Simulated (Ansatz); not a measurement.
Wanted: the native input for an Ansatz 0.2.0 run.

```yaml
Task: band structure
Functional: LDA
Potentials_or_basis: all-electron LAPW, scalar-relativistic
Cutoff: 178 eV (chosen from the basis error)
Basis_error_allowed: 0.002 eV/atom
k_mesh: 9 × 9 × 9
Occupations: fermi-dirac, width 0.05 eV
Spin: no spin polarisation
```

The system is Ga3Sb.

```
Sb Ga
1.0
    -2.15880    2.15880    4.76048
     2.15880   -2.15880    4.76048
     2.15880    2.15880   -4.76048
Sb Ga
1 3
Direct
  0.00000 0.00000 0.00000
  0.50000 0.50000 0.00000
  0.25000 0.75000 0.50000
  0.75000 0.25000 0.50000
```

The cell comes from a database or a generator and needn't be the stable form of this composition.

These files were run (other wordings do the same):

input.yaml

```yaml
crystal:
  lattice:
    - [-2.158799, 2.158799, 4.760484]
    - [2.158799, -2.158799, 4.760484]
    - [2.158799, 2.158799, -4.760484]
  atoms:
    - { symbol: Sb, position: [0.0, 0.0, 0.0] }
    - { symbol: Ga, position: [0.5, 0.5, 0.0] }
    - { symbol: Ga, position: [0.25, 0.75, 0.5] }
    - { symbol: Ga, position: [0.75, 0.25, 0.5] }
kpoints:
  mp_grid: { grid: [9, 9, 9] }
  band_path:
    path:
      - [0.0, 0.0, 0.0]
      - [0.0, 0.0, 0.5]
      - [-0.102823457, 0.102823457, 0.5]
      - [-0.3014117285, 0.3014117285, 0.3014117285]
      - [0.0, 0.0, 0.0]
      - [0.5, 0.5, -0.5]
      - [0.3014117285, 0.6985882715, -0.3014117285]
      - [0.0, 0.5, 0.0]
    npoints: 10
scf:
  occupations: { method: fermi_dirac, width: 0.05 }
hamiltonian:
  xc: lda
  pseudopotentials: { kind: all_electron, lapw: { basis_error: 0.002 } }
output:
  forces: true
  stress: true
  eigenvalues: true
```

Potentials or basis: all-electron LAPW, scalar-relativistic.

The run is started by

```bash
$ ansatz run input.yaml --threads 2 --pin off --max-ram 8192MiB --backend cpu --events-out ev --progress --plain --runs-dir out
```

It gave:

The pressure is -4.8 GPa. The band gap along the path is none (metal or under the smearing width).

Caveat: spin-orbit coupling is left out, which moves the levels of the heavy elements.

Wall time 34 s on 2 threads of Arm Neoverse V2 (shared host), peak memory 0.59 GiB.
